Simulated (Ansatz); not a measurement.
# Cl2HSSi radical: an energy map over bond length Si2–Cl3 and angle Cl4–Si2–Cl3

Aim: map the energy of Cl2HSSi, SMILES [S][SiH](Cl)Cl, spin multiplicity 2 over two coordinates, and find its wells, ridges and stiffness.

Method: UKS B3LYP-D4/def2-SVP; program: Ansatz 0.2.0.

### Step 1. The starting structure

SMILES `[S][SiH](Cl)Cl`, 5 atoms, charge 0, spin multiplicity 2.

Atoms are counted from 1 here; the program's logs count them from 0.

Bond lengths: S1–Si2 2.114 Å, Si2–Cl3 2.071 Å, Si2–Cl4 2.080 Å, Si2–H5 1.493 Å. Angles: S1–Si2–Cl3 112.6°, S1–Si2–Cl4 101.2°, S1–Si2–H5 116.4°, Cl3–Si2–Cl4 110.7°, Cl3–Si2–H5 106.9°, Cl4–Si2–H5 108.8°.

Coordinates:

```
atom    x (Å)    y (Å)    z (Å)
  S1   1.7915  -0.6040   0.8649
 Si2  -0.0874   0.0013   0.1071
 Cl3  -0.1021   1.9821  -0.4963
 Cl4  -0.2919  -1.2666  -1.5287
  H5  -1.2603  -0.1864   1.0117
```

This geometry comes from a loose relaxation at PBE in a small basis, which is not shown.

### Step 2. Geometry optimisation

The input, input.yaml:

```yaml
crystal:
  periodic: [false, false, false]
  atoms:
    - { symbol: S, position_ang: [1.791521, -0.60403, 0.864881] }
    - { symbol: Si, position_ang: [-0.087352, 0.001272, 0.107117] }
    - { symbol: Cl, position_ang: [-0.102122, 1.982073, -0.496276] }
    - { symbol: Cl, position_ang: [-0.291895, -1.266568, -1.52873] }
    - { symbol: H, position_ang: [-1.260251, -0.186447, 1.011708] }
magnetization:
  spin_polarized: true
  initial_magnetization: 1
basis:
  gaussian: { orbitals: def2-SVP }
hamiltonian:
  xc: { name: B3LYP }
  dispersion: d4
output:
  forces: true
relax:
  f_tol: 0.003
  max_steps: 120
```

Started as:

```
ansatz run input.yaml --threads 1 --pin off --max-ram 2560MiB --backend cpu --events-out ev --progress --plain --runs-dir out
```

The log of the run:

```text
Warning: RAYON_NUM_THREADS=1 ignored (pool sized by the plan → 1); use --threads N
The last accepted step is kept in <dir> (removed where the run ends without a failure and the disk answers)
Engine: ansatz 0.2.0, aarch64-unknown-linux-gnu
Functional definition: B3LYP
  parameter a0 = 0.2
  parameter ax = 0.72
  parameter ac = 0.81
  exchange = (1 - a0 - ax)*slater_x + ax*b88_x + a0*exact_x
  correlation = (1 - ac)*vwn_rpa_c + ac*lyp_c
747 factors; integrals over basis functions are off by at most 1.8e-4 eV
mean field evaluation 1: about -43764.1312 eV, gradient 9.5e0 eV
mean field evaluation 2: about -43764.2131 eV, gradient 9.2e0 eV
mean field evaluation 4: about -43764.6585 eV, gradient 3.2e-1 eV
mean field evaluation 8: about -43764.6607 eV, gradient 4.9e-2 eV
mean field evaluation 16: about -43764.6609 eV, gradient 4.2e-3 eV
mean field evaluation 32: about -43764.6088 eV, gradient 3.0e-1 eV
mean field -43764.66091869 eV, -1608.3216240092 hartree, gradient 5.5e-6 eV, S^2 0.752725; 2 other end points of the search recorded, 0 dependent functions left out
the calculation of the forces begins
reference -43764.66112800 eV, -1608.3216317013 hartree; 33, 32 occupied and 44, 45 virtual orbitals, 747 factors
relax step   1: F+E_penalty+E_count = -43764.98163944 eV  Δ(F+E_penalty+E_count) = +0.000e0 eV  max|allowed force component| = 2.832e-1 eV/Å  Δτ_max = 0.0000 Å  (61 SCF iters, accepted)
these checks for a lower state are left out or cut short: starts, cluster_reference, orbital_swaps, neighbouring_geometries, increment
747 factors; integrals over basis functions are off by at most 1.8e-4 eV
mean field -43764.66655935 eV, -1608.3218312998 hartree, gradient 1.9e-7 eV, S^2 0.752689; 0 other end points of the search recorded, 0 dependent functions left out
the calculation of the forces begins
reference -43764.66676813 eV, -1608.3218389722 hartree; 33, 32 occupied and 44, 45 virtual orbitals, 747 factors
relax step   2: F+E_penalty+E_count = -43764.98705958 eV  Δ(F+E_penalty+E_count) = -5.420e-3 eV  max|allowed force component| = 1.059e-1 eV/Å  Δτ_max = 0.0266 Å  (63 SCF iters, accepted)
these checks for a lower state are left out or cut short: starts, cluster_reference, orbital_swaps, neighbouring_geometries, increment
747 factors; integrals over basis functions are off by at most 1.8e-4 eV
mean field -43764.66721754 eV, -1608.3218554877 hartree, gradient 3.0e-6 eV, S^2 0.752679; 0 other end points of the search recorded, 0 dependent functions left out
the calculation of the forces begins
reference -43764.66742614 eV, -1608.3218631535 hartree; 33, 32 occupied and 44, 45 virtual orbitals, 747 factors
relax step   3: F+E_penalty+E_count = -43764.98755369 eV  Δ(F+E_penalty+E_count) = -4.941e-4 eV  max|allowed force component| = 1.633e-2 eV/Å  Δτ_max = 0.0079 Å  (41 SCF iters, accepted)
these checks for a lower state are left out or cut short: starts, cluster_reference, orbital_swaps, neighbouring_geometries, increment
747 factors; integrals over basis functions are off by at most 1.8e-4 eV
mean field evaluation 64: about -43764.6672 eV, gradient 5.4e-4 eV
mean field -43764.66720617 eV, -1608.3218550699 hartree, gradient 8.7e-6 eV, S^2 0.752677; 0 other end points of the search recorded, 0 dependent functions left out
the calculation of the forces begins
reference -43764.66741480 eV, -1608.3218627367 hartree; 33, 32 occupied and 44, 45 virtual orbitals, 747 factors
relax step   4: F+E_penalty+E_count = -43764.98758349 eV  Δ(F+E_penalty+E_count) = -2.980e-5 eV  max|allowed force component| = 6.172e-3 eV/Å  Δτ_max = 0.0030 Å  (36 SCF iters, accepted)
these checks for a lower state are left out or cut short: starts, cluster_reference, orbital_swaps, neighbouring_geometries, increment
747 factors; integrals over basis functions are off by at most 1.8e-4 eV
mean field -43764.66722052 eV, -1608.3218555973 hartree, gradient 9.7e-8 eV, S^2 0.752677; 0 other end points of the search recorded, 0 dependent functions left out
the calculation of the forces begins
reference -43764.66742914 eV, -1608.3218632640 hartree; 33, 32 occupied and 44, 45 virtual orbitals, 747 factors
relax step   5: F+E_penalty+E_count = -43764.98758737 eV  Δ(F+E_penalty+E_count) = -3.874e-6 eV  max|allowed force component| = 9.565e-4 eV/Å  Δτ_max = 0.0008 Å  (60 SCF iters, accepted)
747 factors; integrals over basis functions are off by at most 1.8e-4 eV
mean field evaluation 96: about -43764.6669 eV, gradient 1.6e-2 eV
mean field -43764.66722052 eV, -1608.3218555973 hartree, gradient 9.7e-8 eV, S^2 0.752677; 3 other end points of the search recorded, 0 dependent functions left out
the calculation of the forces begins
reference -43764.66742914 eV, -1608.3218632640 hartree; 33, 32 occupied and 44, 45 virtual orbitals, 747 factors
Total energy: -43764.98779599 eV, -1608.3336365283 hartree
Atom 0 at     1.791164    -0.584699     0.893828 Å, force     0.000668    -0.000006    -0.000049 eV/Å
Atom 1 at    -0.089819    -0.008623     0.094084 Å, force    -0.000957    -0.000052    -0.000348 eV/Å
Atom 2 at    -0.095383     1.970512    -0.496318 Å, force     0.000358     0.000303     0.000111 eV/Å
Atom 3 at    -0.319089    -1.256703    -1.540985 Å, force     0.000017     0.000054     0.000695 eV/Å
Atom 4 at    -1.236973    -0.194187     1.008091 Å, force    -0.000087    -0.000299    -0.000409 eV/Å
Dipole moment:    -0.105349    -0.029107     0.163261 e Å
```

It took 49 s on 1 thread of Arm Neoverse V1, shared host; peak memory 0.25 GiB.

Along the way:

```
step  energy from step 1 (eV)  largest force component (eV/Å)
   1                   0.0000                          0.2832
   2                  -0.0054                          0.1059
   3                  -0.0059                          0.0163
   4                  -0.0059                          0.0062
   5                  -0.0059                          0.0010
```

Close pairs (by a distance rule), those that changed most:

```
   bond  before (Å)  after (Å)  change (Å)
 Si2–H5       1.493      1.478      -0.015
Si2–Cl4       2.080      2.070      -0.010
 S1–Si2       2.114      2.124      +0.009
Si2–Cl3       2.071      2.065      -0.005
```

### Step 3. Setting up the map

First coordinate, bond length Si2–Cl3: 9 values from 1.776 to 2.891 Å. Second coordinate, angle Cl4–Si2–Cl3: 9 values from 85.6 to 135.6 °.

Nothing else is relaxed (all other coordinates rigid). Energies count from the relaxed molecule at the same level.

Of the runs on the grid, 3 are shown in the steps below; the others differ only in the two coordinates.

### Step 4. Point bond length Si2–Cl3 = 1.916 Å, angle Cl4–Si2–Cl3 = 98.1°

The input, input.yaml:

```yaml
crystal:
  periodic: [false, false, false]
  atoms:
    - { symbol: S, position_ang: [1.791164, -0.584699, 0.893828] }
    - { symbol: Si, position_ang: [-0.089819, -0.008623, 0.094084] }
    - { symbol: Cl, position_ang: [-0.094981, 1.827416, -0.45363] }
    - { symbol: Cl, position_ang: [-0.333583, -0.870278, -1.771887] }
    - { symbol: H, position_ang: [-1.236973, -0.194187, 1.008091] }
magnetization:
  spin_polarized: true
  initial_magnetization: 1
basis:
  gaussian: { orbitals: def2-SVP }
hamiltonian:
  xc: { name: B3LYP }
  dispersion: d4
output:
  forces: true
```

Started as:

```
ansatz run input.yaml --threads 1 --pin off --max-ram 2560MiB --backend cpu --events-out ev --progress --plain --runs-dir out
```

The log of the run:

```text
Warning: RAYON_NUM_THREADS=1 ignored (pool sized by the plan → 1); use --threads N
Engine: ansatz 0.2.0, aarch64-unknown-linux-gnu
Functional definition: B3LYP
  parameter a0 = 0.2
  parameter ax = 0.72
  parameter ac = 0.81
  exchange = (1 - a0 - ax)*slater_x + ax*b88_x + a0*exact_x
  correlation = (1 - ac)*vwn_rpa_c + ac*lyp_c
695 factors; integrals over basis functions are off by at most 9.6e-4 eV
mean field evaluation 1: about -43763.6779 eV, gradient 9.3e0 eV
mean field evaluation 2: about -43763.8771 eV, gradient 7.5e0 eV
mean field evaluation 4: about -43764.1652 eV, gradient 3.4e-1 eV
mean field evaluation 8: about -43764.1916 eV, gradient 3.6e-2 eV
mean field evaluation 16: about -43764.1921 eV, gradient 2.3e-2 eV
mean field evaluation 32: about -43764.1464 eV, gradient 2.2e0 eV
mean field -43764.19860834 eV, -1608.3046344171 hartree, gradient 1.8e-6 eV, S^2 0.752611; 2 other end points of the search recorded, 0 dependent functions left out
the calculation of the forces begins
reference -43764.19881439 eV, -1608.3046419894 hartree; 33, 32 occupied and 44, 45 virtual orbitals, 695 factors
Total energy: -43764.52732917 eV, -1608.3167146849 hartree
Atom 0 at     1.791164    -0.584699     0.893828 Å, force     0.006406    -0.318257     0.065222 eV/Å
Atom 1 at    -0.089819    -0.008623     0.094084 Å, force    -0.068560    -2.698922     0.440852 eV/Å
Atom 2 at    -0.094981     1.827416    -0.453630 Å, force     0.014687     4.309992    -0.605139 eV/Å
Atom 3 at    -0.333583    -0.870278    -1.771887 Å, force     0.000728    -0.938902     0.029087 eV/Å
Atom 4 at    -1.236973    -0.194187     1.008091 Å, force     0.046739    -0.353911     0.069978 eV/Å
Dipole moment:    -0.092742     0.003485     0.210569 e Å
```

Wall time 15 s (1 thread of Arm Neoverse V1, shared host); peak memory 0.24 GiB.

Energy on the map's scale: 0.46 eV.

### Step 5. Point bond length Si2–Cl3 = 2.891 Å, angle Cl4–Si2–Cl3 = 135.6°

Edit input.yaml of step 4 so:

```diff
@@ -5,4 +5,4 @@
     - { symbol: Si, position_ang: [-0.089819, -0.008623, 0.094084] }
-    - { symbol: Cl, position_ang: [-0.094981, 1.827416, -0.45363] }
-    - { symbol: Cl, position_ang: [-0.333583, -0.870278, -1.771887] }
+    - { symbol: Cl, position_ang: [-0.097607, 2.761726, -0.732347] }
+    - { symbol: Cl, position_ang: [-0.258662, -1.837113, -0.860817] }
     - { symbol: H, position_ang: [-1.236973, -0.194187, 1.008091] }
```

Started as:

```
ansatz run input.yaml --threads 1 --pin off --max-ram 2560MiB --backend cpu --events-out ev --progress --plain --runs-dir out
```

The log of the run:

```text
Warning: RAYON_NUM_THREADS=1 ignored (pool sized by the plan → 1); use --threads N
Engine: ansatz 0.2.0, aarch64-unknown-linux-gnu
Functional definition: B3LYP
  parameter a0 = 0.2
  parameter ax = 0.72
  parameter ac = 0.81
  exchange = (1 - a0 - ax)*slater_x + ax*b88_x + a0*exact_x
  correlation = (1 - ac)*vwn_rpa_c + ac*lyp_c
696 factors; integrals over basis functions are off by at most 9.1e-4 eV
mean field evaluation 1: about -43760.0576 eV, gradient 1.6e1 eV
mean field evaluation 2: about -43728.8346 eV, gradient 6.0e1 eV
mean field evaluation 4: about -43762.0040 eV, gradient 3.2e0 eV
mean field evaluation 8: about -43762.0995 eV, gradient 5.1e-1 eV
mean field evaluation 16: about -43762.1030 eV, gradient 7.9e-3 eV
mean field evaluation 32: about -43762.1030 eV, gradient 4.5e-5 eV
mean field -43762.10300291 eV, -1608.2276223381 hartree, gradient 9.9e-6 eV, S^2 0.754420; 6 other end points of the search recorded, 0 dependent functions left out
the calculation of the forces begins
reference -43762.10322457 eV, -1608.2276304839 hartree; 33, 32 occupied and 44, 45 virtual orbitals, 696 factors
Total energy: -43762.40005051 eV, -1608.2385386362 hartree
Atom 0 at     1.791164    -0.584699     0.893828 Å, force    -0.132322     0.696310    -0.117344 eV/Å
Atom 1 at    -0.089819    -0.008623     0.094084 Å, force     0.580628     1.284977     0.485332 eV/Å
Atom 2 at    -0.097607     2.761726    -0.732347 Å, force    -0.033581    -2.742014     0.623763 eV/Å
Atom 3 at    -0.258662    -1.837113    -0.860817 Å, force    -0.203196    -0.065870    -1.011426 eV/Å
Atom 4 at    -1.236973    -0.194187     1.008091 Å, force    -0.211529     0.826597     0.019675 eV/Å
Dipole moment:    -0.082143    -0.583984     0.246116 e Å
```

Wall time 11 s (1 thread of Arm Neoverse V1, shared host); peak memory 0.22 GiB.

On the map this point reads 2.59 eV.

### Step 6. The run at bond length Si2–Cl3 = 2.055 Å, angle Cl4–Si2–Cl3 = 110.6°

Edit input.yaml of step 5 so:

```diff
@@ -5,4 +5,4 @@
     - { symbol: Si, position_ang: [-0.089819, -0.008623, 0.094084] }
-    - { symbol: Cl, position_ang: [-0.097607, 2.761726, -0.732347] }
-    - { symbol: Cl, position_ang: [-0.258662, -1.837113, -0.860817] }
+    - { symbol: Cl, position_ang: [-0.095355, 1.960615, -0.493365] }
+    - { symbol: Cl, position_ang: [-0.319077, -1.256909, -1.540829] }
     - { symbol: H, position_ang: [-1.236973, -0.194187, 1.008091] }
```

Started as:

```
ansatz run input.yaml --threads 1 --pin off --max-ram 2560MiB --backend cpu --events-out ev --progress --plain --runs-dir out
```

The log of the run:

```text
Warning: RAYON_NUM_THREADS=1 ignored (pool sized by the plan → 1); use --threads N
Engine: ansatz 0.2.0, aarch64-unknown-linux-gnu
Functional definition: B3LYP
  parameter a0 = 0.2
  parameter ax = 0.72
  parameter ac = 0.81
  exchange = (1 - a0 - ax)*slater_x + ax*b88_x + a0*exact_x
  correlation = (1 - ac)*vwn_rpa_c + ac*lyp_c
695 factors; integrals over basis functions are off by at most 8.8e-4 eV
mean field evaluation 1: about -43764.1253 eV, gradient 9.4e0 eV
mean field evaluation 2: about -43764.2372 eV, gradient 8.8e0 eV
mean field evaluation 4: about -43764.6422 eV, gradient 3.2e-1 eV
mean field evaluation 8: about -43764.6653 eV, gradient 5.0e-2 eV
mean field evaluation 16: about -43764.6657 eV, gradient 9.4e-3 eV
mean field evaluation 32: about -43764.6658 eV, gradient 6.5e-6 eV
mean field -43764.66575104 eV, -1608.3218015949 hartree, gradient 3.6e-6 eV, S^2 0.752674; 2 other end points of the search recorded, 0 dependent functions left out
the calculation of the forces begins
reference -43764.66595969 eV, -1608.3218092625 hartree; 33, 32 occupied and 44, 45 virtual orbitals, 695 factors
Total energy: -43764.98678591 eV, -1608.3335994086 hartree
Atom 0 at     1.791164    -0.584699     0.893828 Å, force     0.006530    -0.005586     0.003545 eV/Å
Atom 1 at    -0.089819    -0.008623     0.094084 Å, force    -0.006918    -0.161748     0.053234 eV/Å
Atom 2 at    -0.095355     1.960615    -0.493365 Å, force     0.001414     0.184529    -0.055017 eV/Å
Atom 3 at    -0.319077    -1.256909    -1.540829 Å, force    -0.001109    -0.008502    -0.002957 eV/Å
Atom 4 at    -1.236973    -0.194187     1.008091 Å, force     0.000083    -0.008693     0.001195 eV/Å
Dipole moment:    -0.106318    -0.018597     0.160233 e Å
```

Wall time 11 s (1 thread of Arm Neoverse V1, shared host); peak memory 0.22 GiB.

Energy on the map's scale: 0.0010 eV.

### Step 7. Energy over the grid

64 points were computed, and 17 have no value (skipped by design, atoms too close, or no result). Energies in eV, from the relaxed molecule at the same level:

```tsv
angle Cl4–Si2–Cl3 (°) ↓, bond length Si2–Cl3 (Å) →	1.776	1.916	2.055	2.194	2.334	2.473	2.613	2.752	2.891
135.6	1.61	0.69	0.46	0.60	0.93	1.33	1.76	2.18	2.59
129.3	1.42	–	0.26	–	0.73	–	1.57	–	2.41
123.1	1.29	0.36	0.12	0.26	0.59	1.00	1.43	1.86	2.27
116.8	1.22	–	0.03	–	0.49	–	1.33	–	2.16
110.6	1.22	0.26	0.00	0.12	0.44	0.84	1.27	1.69	2.09
104.3	1.30	–	0.04	–	0.45	–	1.25	–	2.06
98.1	1.49	0.46	0.15	0.23	0.51	0.88	1.28	1.68	2.05
91.8	1.79	–	0.35	–	–	–	1.35	–	2.06
85.6	2.28	1.12	0.69	0.67	0.86	1.16	1.49	1.82	2.11
```

The ⟨S²⟩ (ħ²) at each point:

```
angle Cl4–Si2–Cl3 (°) ↓, bond length Si2–Cl3 (Å) →  1.776  1.916  2.055  2.194  2.334  2.473  2.613  2.752  2.891
                                             135.6  0.753  0.753  0.753  0.753  0.753  0.753  0.754  0.754  0.754
                                             129.3  0.753      –  0.753      –  0.753      –  0.753      –  0.754
                                             123.1  0.753  0.753  0.753  0.753  0.753  0.753  0.753  0.753  0.754
                                             116.8  0.753      –  0.753      –  0.753      –  0.753      –  0.754
                                             110.6  0.753  0.753  0.753  0.753  0.753  0.753  0.753  0.753  0.754
                                             104.3  0.753      –  0.753      –  0.753      –  0.753      –  0.755
                                              98.1  0.753  0.753  0.753  0.753  0.753  0.753  0.753  0.754  0.765
                                              91.8  0.753      –  0.753      –      –      –  0.754      –  0.772
                                              85.6  0.753  0.753  0.753  0.753  0.753  0.753  0.755  0.762  0.776
```

### Step 8. Summary of results

| quantity | value |
| --- | --- |
| lowest point | bond length Si2–Cl3 = 2.055 Å, angle Cl4–Si2–Cl3 = 110.6°, 0.0010 eV |
| highest computed point (blank points may lie higher) | bond length Si2–Cl3 = 2.891 Å, angle Cl4–Si2–Cl3 = 135.6°, 2.59 eV above the lowest |
| ⟨S²⟩ (ħ²) | 0.753 at bond length Si2–Cl3 = 1.776 Å, angle Cl4–Si2–Cl3 = 85.6° to 0.776 at bond length Si2–Cl3 = 2.891 Å, angle Cl4–Si2–Cl3 = 85.6°; 0.753 at the lowest point |
| time for the whole task | 19 min on 1 thread, shared host |

**Reading.** The lowest computed point is at bond length Si2–Cl3 = 2.055 Å, angle Cl4–Si2–Cl3 = 110.6°, 0.0010 eV from the relaxed molecule at the same level. The grid is coarse, so the lowest point of the scanned range may lie between grid points; coordinates that were held can hide deeper minima. The highest computed point, bond length Si2–Cl3 = 2.891 Å, angle Cl4–Si2–Cl3 = 135.6°, lies 2.59 eV above the lowest.
